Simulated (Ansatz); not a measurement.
# Tl3Ge2H: a trial structure relaxed

The task: take a trial cell of Tl3Ge2H to zero force and stress.

Program: Ansatz 0.2.0. Level of theory: DFT PBE, scalar-relativistic, plane waves, PAW. These are calculated values, not measurements.

2 further runs of the same task are left out: 1 that didn't finish, 1 set aside as unsound or not needed.

## (1) The starting structure

The structure is hexagonal, space group P6/mmm (No. 191). Conventional cell: a = 6.098 Å, b = 6.098 Å, c = 5.452 Å, α = 90.00°, β = 90.00°, γ = 120.00°. Tl (site symmetry mmm) is surrounded by 4 Tl at 3.05 Å and 2 H at 3.05 Å and 4 Ge at 3.32 Å. Ge (site symmetry 6mm) is surrounded by 1 H at 1.32 Å. H (site symmetry 6/mmm) is surrounded by 2 Ge at 1.32 Å.

Coordinates:

```
Tl Ge H
1.0
     6.09780    0.00000    0.00000
    -3.04890    5.28085    0.00000
     0.00000    0.00000    5.45183
Tl Ge H
3 2 1
Direct
  0.50000 0.00000 0.00000
  0.00000 0.50000 0.00000
  0.50000 0.50000 0.00000
  0.00000 0.00000 0.24212
  0.00000 0.00000 0.75788
  0.00000 0.00000 0.00000
```

Recipe of the guess: random cell by space group and Wyckoff sites (P6/mmm, No. 191). Its size is a rough estimate.

## (2) Probe: one point on a coarse mesh

The input, input.yaml:

```yaml
crystal:
  lattice:
    - [6.09779999, 0.0, 0.0]
    - [-3.04889999, 5.2808497, 0.0]
    - [0.0, 0.0, 5.4518332]
  atoms:
    - { symbol: Tl, position: [0.5, 0.0, 0.0] }
    - { symbol: Tl, position: [0.0, 0.5, 0.0] }
    - { symbol: Tl, position: [0.5, 0.5, 0.0] }
    - { symbol: Ge, position: [0.0, 0.0, 0.24211886] }
    - { symbol: Ge, position: [0.0, 0.0, 0.75788114] }
    - { symbol: H, position: [0.0, 0.0, 0.0] }
basis:
  ecutwfc: 420
kpoints:
  mp_grid: { grid: [3, 3, 4] }
hamiltonian:
  xc: pbe
scf:
  occupations: { method: gaussian, width: 0.1 }
  lower_state_search: "off"
output:
  forces: true
  stress: true
  eigenvalues: true
```

Command:

```sh
ansatz run input.yaml --threads 1 --pin off --max-ram 2560MiB --backend cpu --events-out ev --progress --plain --runs-dir out
```

Further runs follow: rough relaxation on the coarse mesh; final relaxation.

What does the calculation give? Wanted: conventional cell; volume; energy over the elements; gap on the mesh.

As calculated:

| quantity | value |
| --- | --- |
| symmetry at the end (tolerance 0.05 Å) | space group P6/mmm (No. 191) |
| conventional cell | a = 6.307 Å, b = 6.307 Å, c = 5.985 Å, α = 90.00°, β = 90.00°, γ = 120.00° |
| volume | 34.37 Å³/atom |
| energy over the elements (uncorrected; H, N, O, F and Cl as molecules) | +0.56 eV/atom |
| gap on the mesh | none (metal) |

**Reading.** The space group P6/mmm (No. 191) is kept, and the volume per atom grows by 17.5 % from the first guess. The formation energy is positive, so the separate elements lie lower. No finished test with a distortion of lower symmetry is shown, so the end may be a saddle point. Spin-orbit coupling is left out for Tl.
